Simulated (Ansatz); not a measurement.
# Ge: properties at the relaxed cell

One table from this session's results is given with a row withheld; the runs are named, their logs left out.

Computed with Ansatz 0.2.0 (DFT r2SCAN, scalar-relativistic, plane waves, PAW, unless a step's input says otherwise).

2 further runs of the same task are left out: 2 set aside as unsound or not needed. Runs told in other sessions of the task aren't counted.

## Starting point

Symmetry: P4_32_12, No. 96, tetragonal system. Conventional cell: a = 5.949 Å, b = 5.949 Å, c = 7.089 Å, α = 90.00°, β = 90.00°, γ = 90.00°. Ge (site symmetry 2) has 4 Ge at 2.48 to 2.49 Å in its first shell of neighbours. Around Ge (site symmetry 1) lie 4 Ge at 2.48 to 2.51 Å.

Coordinates:

```
CELL_PARAMETERS angstrom
5.94858 0.00000 0.00000
0.00000 5.94858 0.00000
0.00000 0.00000 7.08936
ATOMIC_POSITIONS crystal
Ge 0.08447 0.08447 0.00000
Ge 0.41553 0.58447 0.75000
Ge 0.91553 0.91553 0.50000
Ge 0.58447 0.41553 0.25000
Ge 0.16920 0.37281 0.24428
Ge 0.12719 0.66920 0.99428
Ge 0.83080 0.62719 0.74428
Ge 0.87281 0.33080 0.49428
Ge 0.66920 0.12719 0.00572
Ge 0.62719 0.83080 0.25572
Ge 0.33080 0.87281 0.50572
Ge 0.37281 0.16920 0.75572
```

This cell was relaxed beforehand with the same method: volume 20.91 Å³/atom, gap on the mesh 0.74 eV.

Set-up of the first run:

input.yaml

```yaml
crystal:
  lattice:
    - [5.8884909807, 0.0, 0.0]
    - [0.0, 5.8884909807, 0.0]
    - [0.0, 0.0, 7.0177485178]
  atoms:
    - { symbol: Ge, position: [0.0844686895, 0.0844686895, 0.0] }
    - { symbol: Ge, position: [0.4155313105, 0.5844686895, 0.75] }
    - { symbol: Ge, position: [0.9155313105, 0.9155313105, 0.5] }
    - { symbol: Ge, position: [0.5844686895, 0.4155313105, 0.25] }
    - { symbol: Ge, position: [0.1692033319, 0.3728100964, 0.2442841429] }
    - { symbol: Ge, position: [0.1271899036, 0.6692033319, -0.0057158571] }
    - { symbol: Ge, position: [0.8307966681, 0.6271899036, 0.7442841429] }
    - { symbol: Ge, position: [0.8728100964, 0.3307966681, 0.4942841429] }
    - { symbol: Ge, position: [0.6692033319, 0.1271899036, 0.0057158571] }
    - { symbol: Ge, position: [0.6271899036, 0.8307966681, 0.2557158571] }
    - { symbol: Ge, position: [0.3307966681, 0.8728100964, 0.5057158571] }
    - { symbol: Ge, position: [0.3728100964, 0.1692033319, 0.7557158571] }
basis:
  ecutwfc: 500
kpoints:
  mp_grid: { grid: [6, 6, 4] }
hamiltonian:
  xc: r2scan
scf:
  occupations: { method: gaussian, width: 0.02 }
output:
  forces: true
  stress: true
  eigenvalues: true
relax:
  adjacent_minimum: "off"
  f_tol: 0.01
  max_steps: 30
  cell: { stress_tol: 0.1, fix: [volume] }
```

On the command line:

```bash
$ ansatz run input.yaml --threads 4 --pin off --max-ram 10240MiB --backend cpu --events-out ev --progress --plain --runs-dir out
```

Among the steps run: The cell scaled to 0.97 of its volume; Point at V/V0 = 1.03; Point at V/V0 = 0.94; Point at V/V0 = 1.06.

One of the session's tables, all rows but one given; the rest of the session is left out.

It belongs to the step «Equation of state». 

| volume (Å³/atom) | energy above the lowest point (meV/atom) | pressure (GPa) | gap on the mesh (eV) |
| --- | --- | --- | --- |
| 19.651 | 16.2 | 4.37 | 0.95 |
| 20.278 | 3.8 | 2.00 | 0.85 |
| 20.905 | 0.0 | 0.00 | 0.74 |
| 21.532 | ? | ? | ? |
| 22.159 | 13.0 | -3.14 | 0.54 |

Estimate the missing values for volume (Å³/atom) = 21.532.

Worked estimate for «energy above the lowest point (meV/atom)». A straight line through the neighbours (20.905, 0.0) and (22.159, 13.0) gives 0.0 + (13.0 − 0.0) × (21.532 − 20.905) / (22.159 − 20.905) = 6.5; a parabola fitted to 3 rows on both sides gives 3.1.

**Answer.** energy above the lowest point (meV/atom): 3.4; pressure (GPa): -1.70; gap on the mesh (eV): 0.63. In «energy above the lowest point (meV/atom)» the line misses by +3.1 and the parabola by -0.3.
